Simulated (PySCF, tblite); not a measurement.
# CH₈FGeSi₂ radical: geometry, infrared bands and EPR parameters

What infrared bands and EPR parameters should CH₈FGeSi₂ radical (`F[CH2][GeH2][SiH][SiH3]`) show?

Computed with tblite 0.8.0 and PySCF 2.14.0, with density-fitted response routines of our own, on a single molecule in the gas phase. Atoms count from 0, in the outputs and in this text.

## Step 1: The starting structure

13 atoms, charge 0, multiplicity 2; geometry from: force field or distance geometry start.

Bonds of the start (Å): F0–C1 1.38, C1–Ge2 1.91, Ge2–Si3 2.29, Si3–Si4 2.21, C1–H5 1.12, C1–H6 1.12, Ge2–H7 1.56, Ge2–H8 1.55, Si3–H9 1.47, Si4–H10 1.49, Si4–H11 1.45, Si4–H12 1.48.

## Step 2: Optimising the geometry with GFN2-xTB

The job: settings as JSON, then the geometry in Å.

```
{"job": {"kind": "relax", "xc": "GFN2-xTB", "basis": "xTB"}, "charge": 0, "multiplicity": 2}
F      2.213700    -0.545300     1.258500
C      2.437000     0.079300     0.046300
Ge     0.879100     0.279600    -1.040600
Si    -0.860600    -1.098900    -0.488900
Si    -2.666300     0.025900     0.112800
H      2.894500     1.082300     0.221900
H      3.220000    -0.505300    -0.495600
H      1.331500     0.118100    -2.520700
H      0.393200     1.743100    -0.868400
H     -0.504900    -2.187100     0.432700
H     -2.825000     1.153000    -0.841900
H     -2.606000     0.627500     1.431600
H     -3.910500    -0.771600     0.012300
```

Command:

```sh
$ OMP_NUM_THREADS=1 python probes_run.py task.json out
```

One launch serves the whole session: the jobs run in the order shown.

**Question.** This job is followed by: GFN2-xTB harmonic vibrations, gas phase; UKS B3LYP, def2-TZVP-core on Ge, pcH-1 on C F H Si, non-relativistic, mean-field spin-orbit, GIAO. Predict these results of the whole session: strongest single infrared mode (GFN2-xTB); zero-point energy (GFN2-xTB); g(iso) (B3LYP); ⟨S²⟩; largest a(iso) (averaged by class); potential on the surface of density 0.002 e/bohr³, 1st and 99th percentile.

The runs gave:

```
                                                                  quantity                    value
                                 strongest single infrared mode (GFN2-xTB)    1909 cm⁻¹, 552 km/mol
                                              zero-point energy (GFN2-xTB)            46.3 kcal/mol
                                                            g(iso) (B3LYP)                  2.00428
                                                                      ⟨S²⟩       0.753 (exact 0.75)
                                        largest a(iso) (averaged by class)  29Si on Si3, -379.2 MHz
potential on the surface of density 0.002 e/bohr³, 1st and 99th percentile       -1.02 V and 1.04 V
```

**Reading.** The optimisation took 152 steps and gained 0.381 eV; among the close pairs (by a distance rule), Si3–Si4 changed most, from 2.211 to 2.311 Å. All 33 modes are real, so the xTB geometry is a minimum. The strongest single mode, at 1909 cm⁻¹, moves mainly H8 and H7. Unscaled tight-binding wavenumbers are off by several per cent, some by more. Its intensities can rank the bands wrongly. Si3 carries the largest spin population, 0.96 e. The isotropic g lies 2.0 ppt above the free-electron value. The hyperfine terms hold no scalar relativity, which the heavier nuclei need. These values are for one conformer; the search (at its own cheap level) found 2 more, at 0.10, 0.12 kcal/mol, and measured spectra average over such forms.
